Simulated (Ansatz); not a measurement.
# GePH₃ (quintet): from Hartree-Fock to the top rungs, cc-pVDZ

An exercise on one series of results from a longer session: the logs are not shown, and one member is left open.

Program: Ansatz 0.2.0, Gaussian basis. Level of theory: cc-pVDZ, core rule «outside noble gas», up to 19 orbitals frozen. These are calculated values, not measurements.

The runs, in order: UHF; CCSD(T) on ROHF; CCSD(T) on UHF; BCCD(T) on ROHF; CISD; CCSDT(Q) on ROHF; CCSDT(Q) on UHF; CASSCF and MRCISD+Q, 12 electrons in 11 orbitals; CASSCF and NEVPT2, 12 electrons in 11 orbitals.

29 further runs of the same task are left out: 2 for a known fault of the program, 16 that didn't finish, 11 set aside as unsound or not needed.

### The system

The geometry is a PBE0/def2-TZVP stationary point (not a proven minimum) of the parent state, kept for this charge and spin. No spin-orbit coupling is included. The filled d shell of Ge may be among the frozen orbitals whatever the setting's name suggests; the logs give the count.

5 atoms, charge 0, spin multiplicity 5.

Atoms are counted from 1 here; the program's logs count them from 0.

Bond lengths: Ge1–P2 2.312 Å, Ge1–H3 1.539 Å, Ge1–H4 1.539 Å, Ge1–H5 1.539 Å. Angles: P2–Ge1–H3 110.1°, P2–Ge1–H4 110.1°, P2–Ge1–H5 110.1°, H3–Ge1–H4 108.8°, H3–Ge1–H5 108.8°, H4–Ge1–H5 108.8°.

Set-up of the first run:

Input file in.yaml:

```yaml
crystal:
  periodic: [false, false, false]
  atoms:
    - {symbol: Ge, position_ang: [-0.656484, -0.004808, 0.000881]}
    - {symbol: P, position_ang: [1.655316, 0.012124, -0.002222]}
    - {symbol: H, position_ang: [-1.195968, 1.436850, 0.003923]}
    - {symbol: H, position_ang: [-1.178396, -0.733455, 1.252326]}
    - {symbol: H, position_ang: [-1.181787, -0.729442, -1.251475]}
basis:
  gaussian: {orbitals: cc-pVDZ}
magnetization: {spin_polarized: true, initial_magnetization: 4}
hamiltonian: {xc: hf}
output: {orbitals: {seedname: orbitals}}
```

Started as:

```sh
> ansatz run in.yaml --threads 1 --pin off --events-out ev --progress --plain --max-ram 2393MiB
```

Steps of the session up to this table: UHF; CCSD(T) on ROHF; CCSD(T) on UHF; BCCD(T) on ROHF; CISD; CCSDT(Q) on ROHF; CCSDT(Q) on UHF; CASSCF and MRCISD+Q, 12 electrons in 11 orbitals; CASSCF and NEVPT2, 12 electrons in 11 orbitals.

One table of the session follows, with a row left open; its other results are not shown here.

```
          method  from UCCSDT(Q) (kJ/mol)
            ROHF                   +577.5
             UHF                   +572.2
            RMP2                   +125.2
            UMP2                   +125.8
            CISD                    +60.2
           RCCSD                        ?
           UCCSD                    +17.1
        RCCSD(T)                     +4.0
        UCCSD(T)                     +3.7
         BCCD(T)                     +4.0
          RCCSDT                     +1.1
          UCCSDT                     +0.7
       RCCSDT(Q)                     +0.3
       UCCSDT(Q)                        0
  CASSCF valence                   +447.3
  NEVPT2 valence                   +114.4
  MRCISD valence                    +39.0
MRCISD+Q valence                     +2.0
```

**Question.** Estimate the row for RCCSD.

As computed: from UCCSDT(Q) (kJ/mol): +17.5. In the column «from UCCSDT(Q) (kJ/mol)» it lies between UCCSD (+17.1) and MRCISD valence (+39.0).

Caveats from the session: Restricted and unrestricted rows rest on different reference determinants; where their highest levels disagree by more than a few hundredths of an eV, they describe different states and don't form one ladder.
